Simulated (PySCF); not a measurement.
# Cl4V ([VCl4]-): the cost of one run

Programs: PySCF 2.14.0, with routines of our own; each step states its level. All values are computed. Atoms count from 0.

## (1) The starting structure

5 atoms, charge -1, states of the metal's open shell are computed; geometry from: model geometry, bond lengths from ionic radii.

## (2) Ligand-field states: state-averaged CASSCF

The job: settings as JSON, then the geometry in Å.

```
{"job": {"kind": "lf", "basis": {"metal": "x2c-TZVPall", "ligand": "x2c-SVPall"}, "nevpt": true}, "charge": -1, "metal": "V", "open_shell": "d2"}
V      0.000000     0.000000     0.000000
Cl     1.287491     1.287491     1.287491
Cl    -1.287491    -1.287491     1.287491
Cl    -1.287491     1.287491    -1.287491
Cl     1.287491    -1.287491    -1.287491
```

With the program's defaults for keys left out, this is: state-averaged CASSCF of the metal d shell, SC-NEVPT2 on the averaged canonical orbitals, state-interaction spin-orbit coupling.

Command:

```console
OMP_NUM_THREADS=1 python lf_run.py task.json out
```

The driver reads the jobs from task.json and runs them one after another.

**Question.** How long does this first job take on 1 thread of Arm Neoverse V1, shared host, and how much memory does it need?

About 7.2 s, with a peak of 0.31 GiB.
